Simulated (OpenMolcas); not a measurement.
**GeO⁺ in OpenMolcas, from active space to Ω levels**

Which states of GeO⁺ lie lowest, and how does spin–orbit coupling split them?

Method: SA-CASSCF(7,7), XMS-CASPT2, RASSI; ANO-RCC-VTZP; program: OpenMolcas 26.06.

All values are calculated.

### 1 Input

C2 symmetry about the axis (a holds Σ, Δ, Γ; b holds Π, Φ, H; Σ⁺ and Σ⁻ are not told apart); roots by multiplicity and irrep: 2b 8, 2a 7, 4a 4, 4b 2.

Active shells: Ge 4s 4p, O 2p.

File m.inp:

```
&GATEWAY
Coord
2
angstrom
Ge 0.0 0.0 0.0
O 0.0 0.0 1.7850
Basis=ANO-RCC-VTZP
Group=XY
RX2C
AMFI
ANGMom
0.0 0.0 0.0
RICD
&SEWARD
&GUESSORB
&RASSCF
FileOrb=$CurrDir/o22.orb
Symmetry=2
Spin=2
nActEl=7 0 0
Inactive=10 6
RAS2=3 4
CIRoot=8 8 1
Linear
Iterations=120 100
OrbListing=Nothing
PRWF=0.15
>>COPY $Project.RasOrb $CurrDir/o22.orb
>>COPY $Project.rasscf.h5 $CurrDir/r22.h5
&CASPT2
XMultistate=all
Imaginary=0.2
IPEA=0.25
MaxIter=40
>>COPY $Project.JobMix JOB001
&RASSCF
FileOrb=$CurrDir/o21.orb
Symmetry=1
Spin=2
nActEl=7 0 0
Inactive=10 6
RAS2=3 4
CIRoot=7 7 1
Linear
Iterations=120 100
OrbListing=Nothing
PRWF=0.15
>>COPY $Project.RasOrb $CurrDir/o21.orb
>>COPY $Project.rasscf.h5 $CurrDir/r21.h5
&CASPT2
XMultistate=all
Imaginary=0.2
IPEA=0.25
MaxIter=40
>>COPY $Project.JobMix JOB002
&RASSCF
FileOrb=$CurrDir/o41.orb
Symmetry=1
Spin=4
nActEl=7 0 0
Inactive=10 6
RAS2=3 4
CIRoot=4 4 1
Linear
Iterations=120 100
OrbListing=Nothing
PRWF=0.15
>>COPY $Project.RasOrb $CurrDir/o41.orb
>>COPY $Project.rasscf.h5 $CurrDir/r41.h5
&CASPT2
XMultistate=all
Imaginary=0.2
IPEA=0.25
MaxIter=40
>>COPY $Project.JobMix JOB003
&RASSCF
FileOrb=$CurrDir/o42.orb
Symmetry=2
Spin=4
nActEl=7 0 0
Inactive=10 6
RAS2=3 4
CIRoot=2 2 1
Linear
Iterations=120 100
OrbListing=Nothing
PRWF=0.15
>>COPY $Project.RasOrb $CurrDir/o42.orb
>>COPY $Project.rasscf.h5 $CurrDir/r42.h5
&CASPT2
XMultistate=all
Imaginary=0.2
IPEA=0.25
MaxIter=40
>>COPY $Project.JobMix JOB004
&RASSI
Nr of JobIphs=4 8 7 4 2
1 2 3 4 5 6 7 8
1 2 3 4 5 6 7
1 2 3 4
1 2
SpinOrbit
EJob
Omega
MEES
MESO
Properties=4
'AngMom' 3 'Mltpl  1' 1 'Mltpl  1' 2 'Mltpl  1' 3
Thrs=1.0d-4
>>COPY $Project.rassi.h5 $CurrDir/so.h5
```

Each module block was a call of its own in one work directory; start orbitals came from a preliminary run.

Started as:

```sh
pymolcas m.inp
```

### 2 The spin-free blocks

Output, in excerpt:

```text
++    Wave function specifications:
      Number of closed shell electrons          32
      Number of electrons in active shells       7
      Number of inactive orbitals               16
      Number of active orbitals                  7
      Number of secondary orbitals              50
      Spin quantum number                      0.5
      State symmetry                             2
++    Orbital specifications:
      Symmetry species                           1   2
                                                 a   b
      Frozen orbitals                            0   0
      Inactive orbitals                         10   6
      Active orbitals                            3   4
      RAS2 orbitals                              3   4
      Secondary orbitals                        26  24
      Number of basis functions                 39  34
      printout of CI-coefficients larger than  0.15 for root  1
      energy=   -2171.777665
      conf/sym  111 2222     Coeff  Weight
            11  u2d 2u00   0.17882 0.03198
            20  022 2u00   0.88828 0.78904
            77  022 u200  -0.27023 0.07302
            79  022 uud0   0.19549 0.03822
      printout of CI-coefficients larger than  0.15 for root  2
      energy=   -2171.777665
      conf/sym  111 2222     Coeff  Weight
            20  022 2u00   0.27023 0.07302
            50  u2d u200   0.17882 0.03198
            77  022 u200   0.88828 0.78904
            83  022 uu0d   0.19549 0.03822
      printout of CI-coefficients larger than  0.15 for root  3
      energy=   -2171.583609
      conf/sym  111 2222     Coeff  Weight
            20  022 2u00   0.15643 0.02447
            22  022 200u   0.25331 0.06416
            78  022 udu0  -0.24487 0.05996
            79  022 uud0  -0.85927 0.73835
      printout of CI-coefficients larger than  0.15 for root  4
      energy=   -2171.583609
      conf/sym  111 2222     Coeff  Weight
            77  022 u200  -0.15643 0.02447
            81  022 ud0u  -0.24487 0.05996
            83  022 uu0d   0.85927 0.73835
           153  022 02u0   0.25331 0.06416
      printout of CI-coefficients larger than  0.15 for root  5
      energy=   -2171.559559
      conf/sym  111 2222     Coeff  Weight
           155  022 020u   0.23036 0.05307
           179  020 220u  -0.84374 0.71189
           203  002 220u   0.15012 0.02254
           266  0uu 220d   0.16295 0.02655
           291  020 u2du   0.18994 0.03608
           309  0ud u2du  -0.18390 0.03382
      printout of CI-coefficients larger than  0.15 for root  6
      energy=   -2171.559559
      conf/sym  111 2222     Coeff  Weight
            21  022 20u0   0.23036 0.05307
           177  020 22u0  -0.84374 0.71189
           180  020 2udu   0.16780 0.02816
           201  002 22u0   0.15012 0.02254
           263  0uu 22d0   0.16294 0.02655
      printout of CI-coefficients larger than  0.15 for root  7
      energy=   -2171.531964
      conf/sym  111 2222     Coeff  Weight
            21  022 20u0   0.48455 0.23479
            81  022 ud0u  -0.68526 0.46958
           153  022 02u0  -0.48455 0.23479
      printout of CI-coefficients larger than  0.15 for root  8
      energy=   -2171.531964
      conf/sym  111 2222     Coeff  Weight
            22  022 200u  -0.48455 0.23479
            78  022 udu0  -0.68526 0.46958
           155  022 020u   0.48455 0.23479
      Natural orbitals and occupation numbers for root  1
      sym 1:   0.044262   1.967408   1.935416
      sym 2:   1.952173   0.994440   0.066393   0.039907
      Natural orbitals and occupation numbers for root  2
      sym 1:   0.044262   1.967408   1.935416
      sym 2:   0.994440   1.952173   0.039907   0.066393
      Natural orbitals and occupation numbers for root  3
      sym 1:   0.042132   1.967285   1.913201
      sym 2:   1.250362   0.951181   0.740758   0.135081
      Natural orbitals and occupation numbers for root  4
      sym 1:   0.042132   1.967285   1.913201
      sym 2:   0.951181   1.250362   0.135081   0.740758
      Natural orbitals and occupation numbers for root  5
      sym 1:   0.012387   1.818316   0.356049
      sym 2:   1.770806   1.923662   0.126989   0.991790
      Natural orbitals and occupation numbers for root  6
      sym 1:   0.012387   1.818316   0.356050
      sym 2:   1.923662   1.770806   0.991790   0.126989
      Natural orbitals and occupation numbers for root  7
      sym 1:   0.014023   1.993443   1.951392
      sym 2:   1.000295   1.000295   0.520277   0.520275
      Natural orbitals and occupation numbers for root  8
      sym 1:   0.014023   1.993443   1.951392
      sym 2:   1.000295   1.000295   0.520277   0.520275
      RASSCF energy for state  8                  -2171.53196366
::    RASSCF root number  1 Total energy:  -2171.77766537
::    RASSCF root number  2 Total energy:  -2171.77766537
::    RASSCF root number  3 Total energy:  -2171.58360896
::    RASSCF root number  4 Total energy:  -2171.58360896
::    RASSCF root number  5 Total energy:  -2171.55955914
::    RASSCF root number  6 Total energy:  -2171.55955913
::    RASSCF root number  7 Total energy:  -2171.53196366
::    RASSCF root number  8 Total energy:  -2171.53196366
      Von Neumann Entropy (Root   1) =  1.00189
++    Wave function specifications:
      Number of closed shell electrons           2
      Number of electrons in active shells       7
      Number of inactive orbitals                1
      Number of active orbitals                  7
      Number of secondary orbitals              50
      Spin quantum number                      0.5
      State symmetry                             2
      Number of CSFs                           392
      Number of CASSCF root(s) available         8
      CASPT2 state passed to geometry opt.       8
      A file JOBMIX will be created
      This is a MULTI-STATE CASSCF reference
      Number of CI roots used                    8
      These are:                                 1   2   3   4   5   6   7   8
      Off-diagonal elements of Heff are computed
  FINAL CASPT2 RESULT:
      Reference energy:       -2171.7776653703
      E2 (Non-variational):      -0.1513893848
      Shift correction:          -0.0010346161
      E2 (Variational):          -0.1524240009
      Total energy:           -2171.9300893712
      Reference weight:           0.95501
  FINAL CASPT2 RESULT:
      Reference energy:       -2171.7776653698
      E2 (Non-variational):      -0.1513893858
      Shift correction:          -0.0010346161
      E2 (Variational):          -0.1524240019
      Total energy:           -2171.9300893717
      Reference weight:           0.95501
  FINAL CASPT2 RESULT:
      Reference energy:       -2171.5836089597
      E2 (Non-variational):      -0.1356623174
      Shift correction:          -0.0015196932
      E2 (Variational):          -0.1371820107
      Total energy:           -2171.7207909704
      Reference weight:           0.95324
  FINAL CASPT2 RESULT:
      Reference energy:       -2171.5836089589
      E2 (Non-variational):      -0.1356623421
      Shift correction:          -0.0015196941
      E2 (Variational):          -0.1371820362
      Total energy:           -2171.7207909951
      Reference weight:           0.95324
  FINAL CASPT2 RESULT:
      Reference energy:       -2171.5595591385
      E2 (Non-variational):      -0.1530906667
      Shift correction:          -0.0024544137
      E2 (Variational):          -0.1555450804
      Total energy:           -2171.7151042188
      Reference weight:           0.94387
  FINAL CASPT2 RESULT:
      Reference energy:       -2171.5595591325
      E2 (Non-variational):      -0.1530906503
      Shift correction:          -0.0024544123
      E2 (Variational):          -0.1555450625
      Total energy:           -2171.7151041951
      Reference weight:           0.94387
  FINAL CASPT2 RESULT:
      Reference energy:       -2171.5319636584
      E2 (Non-variational):      -0.1329688315
      Shift correction:          -0.0009072369
      E2 (Variational):          -0.1338760684
      Total energy:           -2171.6658397268
      Reference weight:           0.96110
  FINAL CASPT2 RESULT:
      Reference energy:       -2171.5319636584
      E2 (Non-variational):      -0.1329688327
      Shift correction:          -0.0009072370
      E2 (Variational):          -0.1338760697
      Total energy:           -2171.6658397281
      Reference weight:           0.96110
       Total XMS-CASPT2 energies:
::    XMS-CASPT2 Root  1     Total energy:  -2171.92754782
::    XMS-CASPT2 Root  2     Total energy:  -2171.92754782
::    XMS-CASPT2 Root  3     Total energy:  -2171.72377534
::    XMS-CASPT2 Root  4     Total energy:  -2171.72377533
::    XMS-CASPT2 Root  5     Total energy:  -2171.71467517
::    XMS-CASPT2 Root  6     Total energy:  -2171.71467515
::    XMS-CASPT2 Root  7     Total energy:  -2171.66582597
::    XMS-CASPT2 Root  8     Total energy:  -2171.66582597
++    Wave function specifications:
      Number of closed shell electrons          32
      Number of electrons in active shells       7
      Number of inactive orbitals               16
      Number of active orbitals                  7
      Number of secondary orbitals              50
      Spin quantum number                      0.5
      State symmetry                             1
      printout of CI-coefficients larger than  0.15 for root  1
      energy=   -2171.760554
      conf/sym  111 2222     Coeff  Weight
            85  02u 2200   0.84970 0.72200
            91  02u 2u0d   0.24380 0.05944
           112  0u2 2200   0.18195 0.03311
           224  02u u2d0  -0.24380 0.05944
      printout of CI-coefficients larger than  0.15 for root  2
      energy=   -2171.631022
      conf/sym  111 2222     Coeff  Weight
            89  02u 2d0u  -0.46499 0.21621
           112  0u2 2200   0.54674 0.29892
           116  0u2 2d0u   0.20474 0.04192
           118  0u2 2u0d   0.17718 0.03139
           153  02u d2u0   0.46499 0.21621
           177  0u2 d2u0  -0.20474 0.04192
           251  0u2 u2d0  -0.17718 0.03139
      printout of CI-coefficients larger than  0.15 for root  3
      energy=   -2171.610282
      conf/sym  111 2222     Coeff  Weight
            86  02u 2du0   0.33722 0.11372
            87  02u 2ud0   0.57442 0.32995
           155  02u d20u   0.33723 0.11372
           227  02u u20d   0.57442 0.32996
      printout of CI-coefficients larger than  0.15 for root  4
      energy=   -2171.609703
      conf/sym  111 2222     Coeff  Weight
            86  02u 2du0   0.24914 0.06207
            87  02u 2ud0   0.42520 0.18079
            89  02u 2d0u  -0.22848 0.05220
            91  02u 2u0d  -0.38995 0.15206
           153  02u d2u0  -0.22848 0.05220
           155  02u d20u  -0.24914 0.06207
           224  02u u2d0  -0.38995 0.15206
           227  02u u20d  -0.42520 0.18080
      printout of CI-coefficients larger than  0.15 for root  5
      energy=   -2171.609703
      conf/sym  111 2222     Coeff  Weight
            86  02u 2du0   0.22848 0.05221
            87  02u 2ud0   0.38995 0.15206
            89  02u 2d0u   0.24914 0.06207
            91  02u 2u0d   0.42520 0.18079
           153  02u d2u0   0.24914 0.06207
           155  02u d20u  -0.22848 0.05220
           224  02u u2d0   0.42520 0.18080
           227  02u u20d  -0.38994 0.15205
      printout of CI-coefficients larger than  0.15 for root  6
      energy=   -2171.576324
      conf/sym  111 2222     Coeff  Weight
            86  02u 2du0   0.48821 0.23835
            87  02u 2ud0  -0.27740 0.07695
            89  02u 2d0u   0.29721 0.08834
            91  02u 2u0d  -0.16888 0.02852
           153  02u d2u0   0.29721 0.08834
           155  02u d20u  -0.48821 0.23835
           224  02u u2d0  -0.16888 0.02852
           227  02u u20d   0.27740 0.07695
      printout of CI-coefficients larger than  0.15 for root  7
      energy=   -2171.576324
      conf/sym  111 2222     Coeff  Weight
            86  02u 2du0   0.29721 0.08834
            87  02u 2ud0  -0.16888 0.02852
            89  02u 2d0u  -0.48821 0.23835
            91  02u 2u0d   0.27740 0.07695
           153  02u d2u0  -0.48821 0.23835
           155  02u d20u  -0.29721 0.08833
           224  02u u2d0   0.27740 0.07695
           227  02u u20d   0.16888 0.02852
      Natural orbitals and occupation numbers for root  1
      sym 1:   0.038696   1.918601   1.021315
      sym 2:   1.911239   1.911239   0.099455   0.099455
      Natural orbitals and occupation numbers for root  2
      sym 1:   0.054902   1.631345   1.302155
      sym 2:   1.659972   1.659972   0.345826   0.345827
      Natural orbitals and occupation numbers for root  3
      sym 1:   0.044601   1.914022   1.024476
      sym 2:   1.494839   1.494857   0.513594   0.513612
      Natural orbitals and occupation numbers for root  4
      sym 1:   0.044759   1.912120   1.023492
      sym 2:   1.496612   1.496615   0.513200   0.513202
      Natural orbitals and occupation numbers for root  5
      sym 1:   0.044759   1.912120   1.023492
      sym 2:   1.496623   1.496605   0.513210   0.513192
      Natural orbitals and occupation numbers for root  6
      sym 1:   0.050828   1.872246   1.060004
      sym 2:   1.492508   1.492504   0.515957   0.515953
      Natural orbitals and occupation numbers for root  7
      sym 1:   0.050829   1.872244   1.060006
      sym 2:   1.492504   1.492508   0.515957   0.515953
      RASSCF energy for state  7                  -2171.57632378
::    RASSCF root number  1 Total energy:  -2171.76055388
::    RASSCF root number  2 Total energy:  -2171.63102219
::    RASSCF root number  3 Total energy:  -2171.61028200
::    RASSCF root number  4 Total energy:  -2171.60970310
::    RASSCF root number  5 Total energy:  -2171.60970310
::    RASSCF root number  6 Total energy:  -2171.57632378
::    RASSCF root number  7 Total energy:  -2171.57632378
      Von Neumann Entropy (Root   1) =  1.21854
++    Wave function specifications:
      Number of closed shell electrons           2
      Number of electrons in active shells       7
      Number of inactive orbitals                1
      Number of active orbitals                  7
      Number of secondary orbitals              50
      Spin quantum number                      0.5
      State symmetry                             1
      Number of CSFs                           392
      Number of CASSCF root(s) available         7
      CASPT2 state passed to geometry opt.       7
      A file JOBMIX will be created
      This is a MULTI-STATE CASSCF reference
      Number of CI roots used                    7
      These are:                                 1   2   3   4   5   6   7
      Off-diagonal elements of Heff are computed
  FINAL CASPT2 RESULT:
      Reference energy:       -2171.7605538782
      E2 (Non-variational):      -0.1517054424
      Shift correction:          -0.0010318515
      E2 (Variational):          -0.1527372939
      Total energy:           -2171.9132911721
      Reference weight:           0.95468
  FINAL CASPT2 RESULT:
      Reference energy:       -2171.6310221874
      E2 (Non-variational):      -0.1367199373
      Shift correction:          -0.0009887700
      E2 (Variational):          -0.1377087073
      Total energy:           -2171.7687308947
      Reference weight:           0.96077
  FINAL CASPT2 RESULT:
      Reference energy:       -2171.6102819964
      E2 (Non-variational):      -0.1394500256
      Shift correction:          -0.0010789132
      E2 (Variational):          -0.1405289389
      Total energy:           -2171.7508109353
      Reference weight:           0.95786
  FINAL CASPT2 RESULT:
      Reference energy:       -2171.6097031049
      E2 (Non-variational):      -0.1431061335
      Shift correction:          -0.0013228684
      E2 (Variational):          -0.1444290019
      Total energy:           -2171.7541321068
      Reference weight:           0.95567
[... the kept output breaks off here ...]
```

Spin-free states (degenerate pairs once); dipoles are positive if O is the positive end, about the centre of mass.

```csv
state,CASSCF root of the same rank (eV),XMS-CASPT2 (eV),μ of the rotated CASSCF state (D)
(1)2Π,0.00,0.000,-1.72
(1)2Σ,0.47,0.423,-2.25
(1)4Σ,3.36,3.792,-0.85
(1)4Δ,3.76,4.133,-0.97
(2)2Σ,3.99,4.286,-1.52
(2)4Σ,3.98,4.357,-0.99
(1)2Δ,4.55,4.778,-1.00
(3)2Σ,4.57,4.809,-0.82
(1)4Π,4.03,4.879,2.15
(2)2Π,5.28,5.545,1.53
(2)2Δ,5.48,5.723,-0.21
(3)2Π,5.93,5.793,-1.63
(1)2Φ,6.69,7.122,2.24
```

XMS-CASPT2 splits the two components of a degenerate state by up to 17 cm⁻¹ here, an artefact of the lowered symmetry; the lower one is listed, and the split carries into the Ω levels (unreadable Ω is marked ?).

State-averaged natural occupations by block (full and empty orbitals left out): 2b: 0.04 1.93 1.54 1.33 1.33 0.42 0.42; 2a: 0.05 1.84 1.10 1.56 1.56 0.45 0.45; 4a: 0.04 1.94 1.01 1.49 1.49 0.52 0.52; 4b: 0.02 1.99 1.96 1.00 1.00 0.52 0.52. Reference weights run from 0.944 to 0.966.

[end of part 1 of 2]
